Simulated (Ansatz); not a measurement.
Here is an Ansatz input file for Si3N4, space group I-43d. Write the same calculation for the Python package.

```yaml
crystal:
  lattice:
    - [-3.23735, 3.23735, 3.23735]
    - [3.23735, -3.23735, 3.23735]
    - [3.23735, 3.23735, -3.23735]
  atoms:
    - { symbol: Si, position: [0.25, 0.125, 0.875] }
    - { symbol: Si, position: [0.875, 0.25, 0.125] }
    - { symbol: Si, position: [0.75, 0.375, 0.625] }
    - { symbol: Si, position: [0.625, 0.75, 0.375] }
    - { symbol: Si, position: [0.125, 0.875, 0.25] }
    - { symbol: Si, position: [0.375, 0.625, 0.75] }
    - { symbol: "N", position: [0.5628, 0.5628, 0.5628] }
    - { symbol: "N", position: [0.4372, 0.5, 0.0] }
    - { symbol: "N", position: [0.5, 0.0, 0.9372] }
    - { symbol: "N", position: [0.0, 0.4372, 0.5] }
    - { symbol: "N", position: [0.9372, 0.5, 0.0] }
    - { symbol: "N", position: [0.0628, 0.0628, 0.0628] }
    - { symbol: "N", position: [0.0, 0.9372, 0.5] }
    - { symbol: "N", position: [0.5, 0.0, 0.4372] }
basis:
  ecutwfc: 625.8618836577
kpoints:
  mp_grid: { grid: [4, 4, 4] }
hamiltonian:
  xc: r2scan
  pseudopotentials: { kind: paw }
scf:
  max_iter: 65
  occupations: { method: fixed }
output:
  write_density: true
  write_potential: true
  volumetric_format: npy
  elf: true
  cutoff_correction: 900.0
```

The program run on that file:
```console
$ ansatz run input.yaml --threads 1 --pin off --max-ram 3072MiB --backend cpu --events-out ev --progress --plain --runs-dir out
Engine: ansatz 0.2.0, x86_64-unknown-linux-gnu
Pseudopotentials: kind: paw
Pseudopotential: Si, paw, valence charge 4, recommended cutoff 500 eV (meta_gga), Si.paw.azcp
Pseudopotential: N, paw, valence charge 5, recommended cutoff 500 eV (meta_gga), N.paw.azcp
Functional definition: r2SCAN
  parameter k0 = 0.174
  parameter k1 = 0.065
  parameter a1 = 4.9479
  exchange = r2scan_x(k0 = k0, k1 = k1, a1 = a1)
  correlation = r2scan_c
Crystal: 14 atoms, lattice volume = 135.715 Å³
Basis set: ecut = 625.8618836577 eV, 4897 PW (Γ), exchange–correlation on 192×192×192 points (64 copies of the dense FFT grid, shifted against one another)
Bands: 46, of which v1, the nominal top of the filled ones, is band 32 counted from 1 (31 counted from 0)
Symmetry: 24 space group operations
Space group: I-43d (ITA 220), of the structure as read, at distance tolerance 5.1e-5 Å
k-points: 8 of 64 (time reversal used)
Non-local potential: Si, projectors of the file, l = 0: 2, l = 1: 2, l = 2: 2
Non-local potential: N, projectors of the file, l = 0: 2, l = 1: 2, l = 2: 1
PAW form: soft (Blöchl's): semilocal exchange-correlation on the pseudo side does not see the compensation charge
PAW frozen core: Si, regenerated for the run's functional (the file was generated under x = pbe(κ = 0.804, μ = 0.2195149727645171), c = pbe(β = 0.06672455060314922))
PAW frozen core: N, regenerated for the run's functional (the file was generated under x = pbe(κ = 0.804, μ = 0.2195149727645171), c = pbe(β = 0.06672455060314922))
PAW one-centre angular grid: Si, 302 points (default); XC on 160 Gauss nodes
PAW one-centre angular grid: N, 302 points (default); XC on 160 Gauss nodes
Initial density: superposition of atomic densities (neutral atoms: chi_scale 0, normalization atom), corrected by the library's trained network
Initial wavefunctions: pseudopotential atomic-orbital guess
Functional: x = r2scan, c = r2scan; τ floored in thin density (d = 2e-4 eV/Å³)
SCF iter   1: F=—  HF=-6929.044668 eV  |F-HF|=—  |Δ(HF+E_count)|=         —  Δρ=8.00e-3  dr2=7.39e-2  dr2_τ=1.51e0  ethr=1.77e-3  ⟨swp⟩=5.0  Hψ=1534  notcnv=0  defer=86
preconditioner: auto → Resta (q_TF=auto, 2.407 Å⁻¹)  ε∞=3.8  [insulator: Δε(μ)=4.770 eV  Ē_g=15.173 eV  n_scr=42 (ndim 8)  ℏωp=25.5 eV  f_vac=0.000  ε∞_Penn≈3.8]
SCF iter   2: F=—  HF=-6929.454075 eV  |F-HF|=—  |Δ(HF+E_count)|=   4.09e-1  Δρ=5.85e-3  dr2=3.23e-2  dr2_τ=6.19e-4  ethr=1.15e-4  ⟨swp⟩=3.0  Hψ=732  notcnv=0  defer=92
SCF iter   3: F=—  HF=-6929.449964 eV  |F-HF|=—  |Δ(HF+E_count)|=   4.11e-3  Δρ=1.56e-3  dr2=2.70e-3  dr2_τ=1.25e-4  ethr=5.04e-5  ⟨swp⟩=2.0  Hψ=574  notcnv=0  defer=92
SCF iter   4: F=—  HF=-6929.449954 eV  |F-HF|=—  |Δ(HF+E_count)|=   9.58e-6  Δρ=2.12e-4  dr2=5.45e-5  dr2_τ=9.07e-6  ethr=4.22e-6  ⟨swp⟩=2.0  Hψ=583  notcnv=0  defer=92
SCF iter   5: F=—  HF=-6929.449865 eV  |F-HF|=—  |Δ(HF+E_count)|=   8.95e-5  Δρ=7.00e-5  dr2=3.69e-6  dr2_τ=5.21e-7  ethr=8.52e-8  ⟨swp⟩=2.0  Hψ=571  notcnv=0  defer=69
SCF iter   6: F=—  HF=-6929.449867 eV  |F-HF|=—  |Δ(HF+E_count)|=   1.99e-6  Δρ=1.83e-5  dr2=2.44e-7  dr2_τ=1.39e-8  ethr=5.76e-9  ⟨swp⟩=3.0  Hψ=633  notcnv=0  defer=70
SCF iter   7: F=-6929.449867 eV  HF=-6929.449867 eV  |F-HF|=1.97e-9  |Δ(HF+E_count)|=   1.22e-7  Δρ=2.72e-6  dr2=5.97e-9  dr2_τ=2.64e-10  ethr=1.56e-10  ⟨swp⟩=12.0  Hψ=1609  notcnv=0
SCF 1 converged in 7 iterations: F = -6929.449867 eV  dr2 = 5.97e-9
  greatest PAW one-centre occupation: 0.794 electrons in one spin orbital (limit 2), on the N atom at site 10 (counted from 0), in its partial waves of l = 0
SCF converged after 7 iterations
Free energy (F): -6929.449867 eV
Harris-Foulkes:  -6929.449867 eV  (|F-HF|=1.97e-9)
Internal energy: -6929.449867 eV  (E = F + TS)
E sigma→0 (E₀):  -6929.449867 eV
Estimated correction to a cutoff of 900 eV: -0.008167 eV
Fermi energy:    9.079687 eV
--- Per-component energies (eV) ---
  E_band       = 105.260349
  E_kinetic    = 1355.057872
  E_local      = -1752.775105  (includes V_loc(G=0)·N_el)
  E_nonlocal   = 496.624256
  E_hartree    = 565.794992
  E_xc         = -803.099236
  E_vxc        = -1001.271141  (∫ρ·V_xc dr)
  E_paw        = -4152.055042  (= ΣΔE_a)
  E_vpaw       = -177.556274  (= ΣTr[D̂ρ^β])
  E_aug_tail   = 0.000083  (compensation charges beyond the density's cutoff)
  E_vtau       = 53.589085  (kinetic-family band-sum trace: ∫τ·v_τ [+ j·A + Jᵃ·Aᵃ] dr)
  E_ewald      = -2638.302572
  E_core_change = -0.695115  (= ΣΔE_core)
  E_smearing   = -0.000000  (= −TS)
  E_closure    = -0.000000  (closes the sum)
  Σ components = -6929.449867   (vs F -6929.449867, Δ=0.00e0)
--- Band table (eV; the first three rows and the last of 8) ---
  k-point 0: bands = ["-9.9479", "-7.0708", "-7.0708", "-7.0708", "-6.5783", "-6.5783", "-6.5783", "-5.9067", "-0.8732", "-0.8732", "0.2341", "0.2341", "0.2341", "3.3178", "3.3178", "3.3178", "3.7442", "4.9770", "4.9770", "5.0036", "5.0036", "5.0036", "6.1313", "6.1313", "6.1313", "7.1292", "7.1292", "7.1292", "8.9368", "8.9368", "8.9368", "9.0178", "14.3511", "14.3511", "14.3907", "14.3907", "14.3907", "14.3932", "15.6772", "15.6772", "15.6772", "17.6023", "17.6023", "17.6023", "18.4446", "18.4446"]
  k-point 1: bands = ["-9.6392", "-7.6298", "-7.2140", "-7.1950", "-6.6536", "-6.5916", "-6.4384", "-5.9236", "-0.4225", "-0.3453", "0.5227", "0.6320", "0.9025", "2.6437", "3.1745", "3.4477", "4.1870", "4.1888", "4.5310", "4.7040", "5.0533", "5.1410", "5.4001", "5.8508", "6.0332", "6.9781", "7.0487", "7.2633", "8.1847", "8.5369", "9.0056", "9.0102", "13.9165", "14.0702", "14.8614", "15.2694", "15.2822", "15.5639", "16.4286", "16.4686", "16.7271", "17.6448", "17.8928", "18.1729", "18.5468", "19.2348"]
  k-point 2: bands = ["-8.7743", "-8.7743", "-7.3084", "-7.3084", "-6.6398", "-6.6398", "-6.1340", "-6.1340", "0.2191", "0.2191", "0.8180", "0.8180", "2.5944", "2.5944", "2.7790", "2.7790", "3.6401", "3.6401", "4.2797", "4.2797", "4.6582", "4.6582", "5.9044", "5.9044", "6.2408", "6.2408", "7.0787", "7.0787", "7.8048", "7.8048", "9.0797", "9.0797", "14.6976", "14.6976", "15.7123", "15.7123", "16.1241", "16.1241", "16.9394", "16.9394", "17.3581", "17.3581", "18.0420", "18.0420", "18.7734", "18.7734"]
  k-point 7: bands = ["-7.7391", "-7.7391", "-7.7391", "-7.7391", "-7.7391", "-7.7391", "-6.0501", "-6.0501", "1.7748", "1.7748", "1.7748", "1.7748", "1.7748", "1.7748", "3.4818", "3.4818", "3.4818", "3.4818", "3.4818", "3.4818", "4.6290", "4.6290", "4.6290", "4.6290", "7.1529", "7.1529", "7.1529", "7.1529", "7.1529", "7.1529", "7.8673", "7.8673", "15.1553", "15.1553", "15.1553", "15.1553", "15.1553", "15.1553", "18.4583", "18.4583", "18.4583", "18.4583", "18.4583", "18.4583", "19.3919", "19.3919"]
```

Notebook, run cell by cell (the value of a cell's last expression is shown):

**Cell 1**
```python
from pathlib import Path

import ansatz as az
import numpy as np
from pymatgen.core import Structure
```

**Cell 2**
```python
structure = (
    az.Lattice.of((-3.23735, 3.23735, 3.23735), (3.23735, -3.23735, 3.23735), (3.23735, 3.23735, -3.23735))
    .atom("Si", (0.25, 0.125, 0.875))
    .atom("Si", (0.875, 0.25, 0.125))
    .atom("Si", (0.75, 0.375, 0.625))
    .atom("Si", (0.625, 0.75, 0.375))
    .atom("Si", (0.125, 0.875, 0.25))
    .atom("Si", (0.375, 0.625, 0.75))
    .atom("N", (0.5628, 0.5628, 0.5628))
    .atom("N", (0.4372, 0.5, 0.0))
    .atom("N", (0.5, 0.0, 0.9372))
    .atom("N", (0.0, 0.4372, 0.5))
    .atom("N", (0.9372, 0.5, 0.0))
    .atom("N", (0.0628, 0.0628, 0.0628))
    .atom("N", (0.0, 0.9372, 0.5))
    .atom("N", (0.5, 0.0, 0.4372))
)
```

**Cell 3**
```python
model = (
    structure.calculation()
    .basis(23 * az.Ha)
    .pseudopotentials("paw")
    .functional("r2SCAN")
    .kpoints(4)
    .occupations("fixed")
    .scf(max_iterations=65)
    .compute(density=True, potential=True, electron_localization_function=True, output_files={"volumetric_format": "npy"})
    .cutoff_correction(900)
)
res = model.run(threads=1, backend="cpu")
rep = res.report
```

**Cell 4**
```python
rep["converged"], rep["free_energy_ev"]
```
Output:
```text
(True, -6929.449866842046)
```

**Cell 5**
```python
{key: value for key, value in rep.items() if isinstance(value, (int, float)) and "ev" in key}
```
Output:
```text
{'gap_by_band_count_ev': 4.73416803829091,
 'fermi_energy_ev': 9.079686924583084,
 'harris_foulkes_ev': -6929.449866840068,
 'free_energy_ev': -6929.449866842046,
 'internal_energy_ev': -6929.449866842046,
 'lagrangian_ev': -6929.449866842046,
 'energy_sigma0_ev': -6929.449866842046,
 'lagrangian_sigma0_ev': -6929.449866842046,
 'entropy_ts_ev': 0.0,
 'loop_fermi_energy_ev': 9.079686924593632,
 'occupations_fermi_energy_ev': 9.079686924583084}
```

**Cell 6**
```python
energy = rep["free_energy_ev"]
print("Si3N4: {:.6f} eV = {:.6f} Ry = {:.6f} Ha".format(energy, energy / 13.605693, energy / 27.211386))
print("Fermi level {:.4f} eV, {} k-points, {} symmetry operations".format(rep["fermi_energy_ev"], rep["n_kpoints"], rep["n_symmetry_ops"]))
```
Output:
```text
Si3N4: -6929.449867 eV = -509.305176 Ry = -254.652588 Ha
Fermi level 9.0797 eV, 8 k-points, 24 symmetry operations
```

**Cell 7**
```python
estimate = rep.get("cutoff_correction")
if estimate:
    print("towards {} eV the energy would change by {:.2f} meV/atom".format(estimate["reference_ecutwfc_ev"], 1000 * estimate["energy_ev"] / len(res.lattice.sites)))
```
Output:
```text
towards 900.0 eV the energy would change by -0.58 meV/atom
```

**Cell 8**
```python
folder = Path(res.write_results("fields"))
print("densities in e/A^3, potentials in eV, ELF without unit")
for name in sorted(p.name for p in folder.glob("*.npy")):
    field = np.load(folder / name)
    print(f"{name:16s} {str(field.shape):16s} min {field.min():10.4f}  mean {field.mean():10.4f}  max {field.max():10.4f}")

final = Structure(res.lattice.cell_ang, [s.symbol for s in res.lattice.sites], [s.position_frac for s in res.lattice.sites])
print(final)
```
Output:
```text
densities in e/A^3, potentials in eV, ELF without unit
elf.npy          (48, 48, 48)     min     0.0225  mean     0.3872  max     0.8982
rho.npy          (48, 48, 48)     min     0.0453  mean     0.4716  max     3.7951
v_es.npy         (48, 48, 48)     min   -66.2374  mean     2.1348  max    14.6954
v_tot.npy        (48, 48, 48)     min   -86.4490  mean    -9.7174  max     7.4467
Full Formula (Si6 N8)
Reduced Formula: Si3N4
abc   :   5.607255   5.607255   5.607255
angles: 109.471221 109.471221 109.471221
pbc   :       True       True       True
Sites (14)
  #  SP         a       b       c
---  ----  ------  ------  ------
  0  Si    0.25    0.125   0.875
  1  Si    0.875   0.25    0.125
  2  Si    0.75    0.375   0.625
  3  Si    0.625   0.75    0.375
  4  Si    0.125   0.875   0.25
  5  Si    0.375   0.625   0.75
  6  N     0.5628  0.5628  0.5628
  7  N     0.4372  0.5     0
  8  N     0.5     0       0.9372
  9  N     0       0.4372  0.5
 10  N     0.9372  0.5     0
 11  N     0.0628  0.0628  0.0628
 12  N     0       0.9372  0.5
 13  N     0.5     0       0.4372
```

What to keep in mind:
- Absolute energies stand on the zero of these potentials, so only differences at equal settings mean something.
- Semilocal gaps usually lie well under measured ones.
- The Fermi level of a run with fixed occupations marks the highest occupied state on its mesh, not mid-gap.
- The zero of the levels is a convention of the potentials, so an absolute Fermi energy is no work function.
- Grid values close to the nuclei reflect the PAW or pseudopotential construction, not the all-electron fields.
- The starting cell is as deposited in a crystallographic database; the results hold for this polymorph, which needn't be the stable one.
- Levels are Kohn-Sham eigenvalues on this mesh.
- Wall time of the script: 13 s on 1 thread of Intel(R) Xeon(R) Platinum 8259CL CPU @ 2.50GHz (Skylake/Cascade Lake) (shared host), peak memory 0.8 GiB.

(Lines on the test bed's own set-up are left out of the output.)
